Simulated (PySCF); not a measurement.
# B3ErH14O (Er(BH4)3(H2O)): the cost of one run

The runs use PySCF 2.14.0; PBE0, Er lcecp-1-SVP with ECP57, B def2-SVP, H def2-SVP, O def2-SVP; scalar-relativistic core potentials, no spin–orbit coupling.

1 further run of the same task is left out (for a known fault of the program). Runs told in other sessions of the task aren't counted.

## Step 1: The system as given

19 atoms, charge 0, spin multiplicity 1.

Bond lengths: Er1–B2 2.439 Å, Er1–H4 2.341 Å, Er1–H5 2.341 Å, Er1–H6 2.341 Å, Er1–B7 2.439 Å, Er1–H9 2.341 Å, Er1–H10 2.341 Å, Er1–H11 2.341 Å, Er1–B12 2.439 Å, Er1–H14 2.341 Å, Er1–H15 2.341 Å, Er1–H16 2.341 Å, Er1–O17 2.422 Å, B2–H3 1.200 Å, B2–H4 1.250 Å, B2–H5 1.250 Å, B2–H6 1.250 Å, B7–H8 1.200 Å and more. Angles: B2–Er1–H4 30.2°, B2–Er1–H5 30.2°, B2–Er1–H6 30.2°, B2–Er1–B7 109.5°, B2–Er1–H9 92.9°, B2–Er1–H10 139.7°, B2–Er1–H11 92.9°, B2–Er1–B12 109.5°, B2–Er1–H14 121.7°, B2–Er1–H15 121.7°, B2–Er1–H16 79.2°, B2–Er1–O17 109.5°, H4–Er1–H5 51.7°, H4–Er1–H6 51.7°, H4–Er1–B7 92.9°, H4–Er1–H9 90.4°, H4–Er1–H10 119.7°, H4–Er1–H11 68.1° and more.

As a file:

```mol
B3ErH14O
  3D, bonds by distance, orders not assigned

 19 27  0  0  0  0  0  0  0  0999 V2000
    0.0000    0.0000    0.0000 Er  0  0
    1.4081    1.4081    1.4081 B   0  0
    2.1009    2.1009    2.1009 H   0  0
    1.6492    0.2055    1.6492 H   0  0
    1.6492    1.6492    0.2055 H   0  0
    0.2055    1.6492    1.6492 H   0  0
   -1.4081   -1.4081    1.4081 B   0  0
   -2.1009   -2.1009    2.1009 H   0  0
   -1.6492   -0.2055    1.6492 H   0  0
   -1.6492   -1.6492    0.2055 H   0  0
   -0.2055   -1.6492    1.6492 H   0  0
    1.4081   -1.4081   -1.4081 B   0  0
    2.1009   -2.1009   -2.1009 H   0  0
    0.6867   -2.1304   -0.6867 H   0  0
    0.6867   -0.6867   -2.1304 H   0  0
    2.1304   -0.6867   -0.6867 H   0  0
   -1.3986    1.3986   -1.3986 O   0  0
   -1.1948    2.2837   -1.7393 H   0  0
   -2.2837    1.1948   -1.7393 H   0  0
  1  2  8  0
  1  4  8  0
  1  5  8  0
  1  6  8  0
  1  7  8  0
  1  9  8  0
  1 10  8  0
  1 11  8  0
  1 12  8  0
  1 14  8  0
  1 15  8  0
  1 16  8  0
  1 17  8  0
  2  3  8  0
  2  4  8  0
  2  5  8  0
  2  6  8  0
  7  8  8  0
  7  9  8  0
  7 10  8  0
  7 11  8  0
 12 13  8  0
 12 14  8  0
 12 15  8  0
 12 16  8  0
 17 18  8  0
 17 19  8  0
M  END
```

Formal oxidation states: Er +3. Each metal's 11 4f electrons lie in its core potential, so multiplicities, spins and levels count the valence alone.

## Step 2: SCF at the start, singlet

run.py (the lines that set the calculation) reads:

```python
mol = gto.M(atom='''
Er     0.00000     0.00000     0.00000
B      1.40810     1.40810     1.40810
H      2.10090     2.10090     2.10090
H      1.64920     0.20550     1.64920
H      1.64920     1.64920     0.20550
H      0.20550     1.64920     1.64920
B     -1.40810    -1.40810     1.40810
H     -2.10090    -2.10090     2.10090
H     -1.64920    -0.20550     1.64920
H     -1.64920    -1.64920     0.20550
H     -0.20550    -1.64920     1.64920
B      1.40810    -1.40810    -1.40810
H      2.10090    -2.10090    -2.10090
H      0.68670    -2.13040    -0.68670
H      0.68670    -0.68670    -2.13040
H      2.13040    -0.68670    -0.68670
O     -1.39860     1.39860    -1.39860
H     -1.19480     2.28370    -1.73930
H     -2.28370     1.19480    -1.73930''',
    basis={'Er': 'lcecp-1-SVP', 'B': 'def2-SVP', 'H': 'def2-SVP', 'O': 'def2-SVP'},
    ecp={'Er': 'lcecp-1-SVP'},
    charge=0, spin=0)
mf = dft.RKS(mol, xc='PBE0')
mf.grids.atom_grid = (50, 194)  # f atoms: unpruned, at least (60, 302)
mf = mf.density_fit()  # fitting sets: Er AutoAux, B def2-universal-JKFIT, H def2-universal-JKFIT, O def2-universal-JKFIT
mf.conv_tol = 1e-08; mf.max_cycle = 55
mf.kernel(dm0)  # dm0: free metal ions and neutral atoms
```

Run with:

```console
$ OMP_NUM_THREADS=4 python run.py
```

Q: Estimate wall time and peak memory on 4 threads of Arm Neoverse V1, shared host.

About 4.7 s, with a peak of 1.1 GiB.
